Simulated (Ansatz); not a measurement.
I need a relaxation followed by a look at the electronic structure of Tc, space group Fm-3m. Use Ansatz 0.2.0 through its Python package. Level of theory (first run): PBEsol, PAW, cutoff 313 eV, 9×9×9 k-points, Fermi-Dirac smearing of 0.01 eV.

```
CELL_PARAMETERS angstrom
0.00000 1.95000 1.95000
1.95000 0.00000 1.95000
1.95000 1.95000 0.00000
ATOMIC_POSITIONS crystal
Tc 0.00000 0.00000 0.00000
```

Script `pipeline.py`:
```python
'''Relax Tc, then bands and states at the relaxed cell.'''

import ansatz as az
import numpy as np
from pymatgen.core import Lattice, Structure
from pymatgen.io.ase import AseAtomsAdaptor


def count_gap(report):
    # lowest empty less highest filled band, counting bands; zero where they overlap
    return max(report.get('gap_by_band_count_ev') or 0.0, 0.0)


def configured(crystal, spacing):
    return (
        crystal.calculation()
        .functional('pbesol')
        .basis(23 * az.Ry)
        .occupations(az.OccupationsMethod.FERMI_DIRAC, width=0.01)
        .scf(tolerance=1e-05, max_iterations=100, self_checks='high')
        .kpoints(spacing=spacing)
    )

pmg_structure = Structure(
    Lattice([[0.0, 1.95, 1.95], [1.95, 0.0, 1.95], [1.95, 1.95, 0.0]]),
    ['Tc'],
    [
        [0.0, 0.0, 0.0],
    ],
)
crystal = az.Crystal.from_ase(AseAtomsAdaptor.get_atoms(pmg_structure))

relaxed = configured(crystal, 0.34).relax(cell=True, force_tolerance=0.02, max_steps=40).checkpoint(write='relax.run', compress=False).run(threads=1, pin='off')
cell = np.asarray(relaxed.lattice.cell_ang)
print('relaxed edges (A):', np.linalg.norm(cell, axis=1).round(4), ' volume:', round(abs(np.linalg.det(cell)), 3), 'A^3')
for site in relaxed.lattice.sites:
    print(' ', site.symbol, np.round(site.position_frac, 4) + 0.0)

final = az.Crystal.from_checkpoint('relax.run')
res = configured(final, 0.26).functional('lda').stress().band_table().density_of_states(energy_step=0.05).run(threads=1, pin='off')
summary = res.report
dos = res.density_of_states()
print(f'pressure at the relaxed cell {np.trace(summary["stress_gpa"]) / 3:.3f} GPa, gap by band count {count_gap(summary):.3f} eV')
if count_gap(summary) == 0:
    print('states/eV at the Fermi level:', round(float(np.interp(dos.fermi_ev, dos.energies_ev, dos.spin_summed_g_bin_mean_per_ev)), 3))
```

`python pipeline.py` gives:
```text
DeckWarning: basis.ecutwfc = 312.930941828862 eV is below the records' recommended 500 eV, and the density's cutoff is lower with it unless basis.ecutrho_ratio is high enough to keep the records' density cutoff: compare with a run at a higher cutoff
DeckWarning: scf.convergence.dr2_threshold = 1e-5 eV is looser than this run's default, which is 1e-7 eV or tighter. The error in the forces grows as the threshold's square root, so leave the key out unless less accurate forces are enough
DeckWarning: relax.cell: scf.convergence.dr2_threshold = 1e-5 eV is looser than the 1e-10 eV advised for a relaxation that steers and ends on the stress (1e-10 eV for each atom of the cell: 1). What an SCF threshold leaves in a stress goes as its square root, and in the free energy as the threshold itself, and one [...]
relaxed edges (A): [2.6889 2.6889 2.6889]  volume: 13.747 A^3
  Tc [0. 0. 0.]
DeckWarning: crystal.checkpoint: the structure is that of relax.run, a `relax` run, at its step 19: its result, under pbesol at a charge of 0 e; 1 atoms read, 0 with a starting moment [...]
DeckWarning: output.stress: scf.convergence.dr2_threshold = 1e-5 eV is looser than the 1e-10 eV advised for a printed stress (1e-10 eV for each atom of the cell: 1). What an SCF threshold leaves in a stress goes as its square root, and in the free energy as the threshold itself, and one threshold admits the most on a [...]
pressure at the relaxed cell -7.076 GPa, gap by band count 0.000 eV
states/eV at the Fermi level: 1.145
```
(Warnings from the package without file and line, shortened.)

Notes:
- The settings weren't tested for convergence.
- The cutoff lies under the one recommended for these potentials.
- Spin is left out of this run.
- Under the recommended cutoff a pressure can be off by several GPa, even in sign.
- For a metal this k-point mesh is coarse: on a finer one energies can move by several to tens of meV an atom and pressures by half a GPa or more, differences at one mesh by less.
- An absolute Fermi energy rests on an arbitrary zero of the periodic potential and has no direct meaning.
- A gap by band count of zero or less means overlapping bands, a metal, and at an odd count of electrons it is no gap at all.
- This isn't the structure that Tc takes at ambient conditions.
- Levels are Kohn-Sham eigenvalues on this mesh, without spin-orbit coupling.
- Where the second run takes another functional or mesh than the relaxation, its pressure isn't zero; pressure is positive in compression.
- The density of states is complete only as far up as bands were computed.
- Hardware and time: 7.5 s on 1 thread of Arm Neoverse V1 (shared host), peak memory 0.39 GiB.

(Lines on the test bed's own set-up are left out of the output.)
